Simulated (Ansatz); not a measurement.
Relaxation of a periodic cell of 17 atoms, Si$_{16}$O (host Si, host structure diamond, interstitial O), to a largest force component of 0.03 eV/Å in at most 60 steps.

These are results of DFT PBE-D3(BJ), scalar-relativistic, plane waves, PAW (Ansatz), not measurements. Settings: PAW set soft_1, cutoff 420 eV, k mesh 2x2x2, gaussian smearing 0.02 eV, spin collinear.

```xyz
17
Lattice="0.0000 5.4300 5.4300 5.4300 0.0000 5.4300 5.4300 5.4300 0.0000" Properties=species:S:1:pos:R:3:forces:R:3
Si 0.000 0.000 0.000 0.07 -0.01 0.02
Si 1.357 1.357 1.357 -0.21 -0.15 -0.09
Si 2.715 2.715 0.000 0.13 0.12 0.29
Si 4.072 4.072 1.357 -0.01 -0.01 -0.09
Si 2.715 0.000 2.715 0.17 0.19 0.11
Si 4.072 1.357 4.072 0.01 0.00 0.04
Si 5.430 2.715 2.715 0.05 0.07 0.02
Si 6.787 4.072 4.072 -0.25 -0.29 -0.10
Si 0.000 2.715 2.715 0.14 0.10 0.16
Si 1.357 4.072 4.072 -0.05 -0.03 0.01
Si 2.715 5.430 2.715 -0.02 -0.04 0.02
Si 4.072 6.787 4.072 -0.14 -0.12 -0.21
Si 2.715 2.715 5.430 -0.01 0.08 0.01
Si 4.072 4.072 6.787 -0.14 -0.26 -0.10
Si 5.430 5.430 5.430 0.17 0.12 0.30
Si 6.787 6.787 6.787 -0.03 -0.02 -0.09
O 6.112 3.414 6.065 0.11 0.25 -0.30
```

Where does it end, and by what steps?

The forces met the threshold. The force dipped under the threshold on the way, but the program's further checks kept it going. Limits of this set-up: coarse k mesh. After 11 steps the energy has fallen by 2.439 eV; O17 moved furthest, 0.90 Å. Parted: Si8–Si15 (2.35 → 2.94 Å).

| step | energy less start (eV) | largest force component (eV/Å) | accepted |
| --- | --- | --- | --- |
| 0 | 0.0000 | 0.303 | yes |
| 1 | -0.0331 | 0.461 | yes |
| 2 | -0.1644 | 1.023 | yes |
| 3 | -0.4542 | 1.046 | yes |
| 4 | -0.8246 | 1.288 | yes |
| 5 | -1.4830 | 1.380 | yes |
| 6 | -2.1193 | 2.196 | yes |
| 7 | -2.4122 | 0.465 | yes |
| 8 | -2.4371 | 0.116 | yes |
| 9 | -2.4377 | 0.129 | yes |
| 10 | -2.4394 | 0.010 | yes |
| 11 | -2.4394 | 0.010 | yes |

```xyz
17
Lattice="0.0000 5.4300 5.4300 5.4300 0.0000 5.4300 5.4300 5.4300 0.0000" Properties=species:S:1:pos:R:3
Si 0.017 0.001 0.011
Si 1.376 1.375 1.348
Si 2.958 2.440 -0.078
Si 4.096 3.992 1.285
Si 2.544 0.124 2.962
Si 4.081 1.432 4.175
Si 5.432 2.699 2.711
Si 6.982 3.770 4.057
Si -0.018 2.720 2.692
Si 1.338 4.059 4.067
Si 2.704 5.327 2.637
Si 4.247 6.533 3.944
Si 2.687 2.785 5.507
Si 3.831 4.146 7.055
Si 5.238 5.447 5.733
Si 6.780 6.798 6.809
O 6.120 4.064 5.449
```

Whether the end is a true minimum wasn't checked by a vibrational analysis.

Time of the run: 100 s on 2 threads of Arm Neoverse V2, with other jobs on the host, peak memory 0.69 GiB.
